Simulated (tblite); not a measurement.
# C3H11BF2Ge2: the cost of one run

The runs use tblite 0.8.0 and PySCF 2.14.0, with density-fitted response routines of our own; the level of theory stands in each step. All values are computed, except where a source is named. Atoms count from 0, in the outputs and in this text.

## Step 1: Starting geometry

19 atoms, charge 0, multiplicity 1; geometry from: force field or distance geometry start.

Bonds of the start (Å): C0–C1 1.49, C1–Ge2 1.96, Ge2–C3 1.92, C3–Ge4 1.94, Ge2–B5 1.99, B5–F6 1.46, B5–F7 1.46, C0–H8 1.12, C0–H9 1.11, C0–H10 1.11, C1–H11 1.12, C1–H12 1.13, Ge2–H13 1.57, C3–H14 1.12, C3–H15 1.09, Ge4–H16 1.54, Ge4–H17 1.55, Ge4–H18 1.56.

## Step 2: Relaxing the molecule with GFN2-xTB

The job: settings as JSON, then the geometry in Å.

```
{"job": {"kind": "relax", "xc": "GFN2-xTB", "basis": "xTB"}, "charge": 0, "multiplicity": 1}
C     -2.946700    -0.120800    -0.001900
C     -1.599900    -0.730800     0.208900
Ge    -0.190500     0.581500    -0.135500
C      1.156300    -0.251900    -1.221200
Ge     2.823300    -0.564700    -0.287300
B      0.483700     1.386500     1.558600
F      0.406300     2.835800     1.703100
F      1.445000     0.729700     2.441900
H     -3.058000     0.852300     0.535000
H     -3.084900     0.046600    -1.095100
H     -3.719300    -0.828500     0.355900
H     -1.457100    -1.612800    -0.462000
H     -1.499900    -1.022900     1.298500
H     -0.860200     1.716500    -0.987700
H      0.761600    -1.235300    -1.571600
H      1.394100     0.314400    -2.126600
H      3.321400     0.646100     0.522800
H      2.736600    -1.806500     0.636800
H      3.878400    -0.925900    -1.380000
```

The run is started by

```bash
$ OMP_NUM_THREADS=1 python probes_run.py task.json out
```

The driver reads the jobs from task.json and runs them one after another.

Q: Estimate the wall time and peak memory of this first job on 1 thread of Intel Xeon at 2.70GHz, shared host.

About 3 s, with a peak of 0.18 GiB.
